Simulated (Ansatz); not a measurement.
Run this with the Ansatz DFT code, driven from Python and show what comes out.

Script `torsion_c2h6al2.py`:
```python
# -*- coding: utf-8 -*-
'''Energy of C2H6Al2 as one group turns about a bond.'''

import ansatz as az
from ase import Atoms

atoms = Atoms(['C', 'C', 'Al', 'Al', 'H', 'H', 'H', 'H', 'H', 'H'], positions=[
    (-1.0749, 0.6441, -0.2913),
    (-0.1679, -0.4976, -0.2961),
    (0.5918, -0.9077, 1.4671),
    (1.814, -0.0086, -0.611),
    (-0.719, 1.5401, 0.2598),
    (-1.2982, 1.0313, -1.3509),
    (-2.0666, 0.383, 0.1437),
    (-0.4933, -1.3559, -0.8725),
    (0.5471, -1.3915, 3.0377),
    (2.9502, 0.5116, -1.4838),
])

# start the scan from a relaxed geometry
first = (
    az.Crystal.molecule_from_ase(atoms).calculation()
    .basis(gaussian='cc-pVDZ')
    .accuracy('medium')
    .functional('pbe0')
    .relax(force_tolerance=0.02, max_steps=80)  # relax until the tolerances are met
)
atoms.positions = first.run(threads=1).report['positions_ang']

start = atoms.get_dihedral(2, 1, 0, 4)
energies = {}
for turn in range(0, 121, 20):
    turned = atoms.copy()
    turned.set_dihedral(2, 1, 0, 4, start + turn, indices=[0, 4, 5, 6])
    calculation = (
        az.Crystal.molecule_from_ase(turned).calculation()
        .basis(gaussian='cc-pVDZ')  # atom-centred Gaussian functions
        .correlation('mp2')
        .accuracy('medium')  # preset for grids and thresholds
    )
    energies[round((start + turn) % 360)] = calculation.run(threads=1).report['free_energy_ev']
floor = min(energies.values())
print('dihedral Al2-C1-C0-H4 (deg)   E - E(min) (kcal/mol)')
for angle, e in sorted(energies.items()):
    print(f'{angle:8d} {23.060548 * (e - floor):14.3f}  ' + '#' * int(30 * (e - floor) / max(max(energies.values()) - floor, 1e-9)))
```

`python torsion_c2h6al2.py` gives:
```text
dihedral Al2-C1-C0-H4 (deg)   E - E(min) (kcal/mol)
      65          0.000
      85          0.289  #####
     105          1.016  ####################
     125          1.497  ##############################
     145          1.299  ##########################
     165          0.668  #############
     185          0.263  #####
```

Notes:
- The settings weren't tested for convergence.
- The scan is rigid and the energies are electronic, in a modest basis. With rigid groups the curve can differ much from the relaxed path, the start wasn't checked as a minimum of this torsion, and equivalent turns needn't return to the same energy.
- The start is relaxed with a density functional and scanned with the wavefunction method, so it isn't exactly that method's minimum.
- Timing: 66 s on 1 thread of Arm Neoverse V1, on a shared host, peak memory 0.27 GiB.

(A comment or docstring line of the script was reworded after the run, the code is as it ran; lines on the test bed's own set-up are left out of the output.)
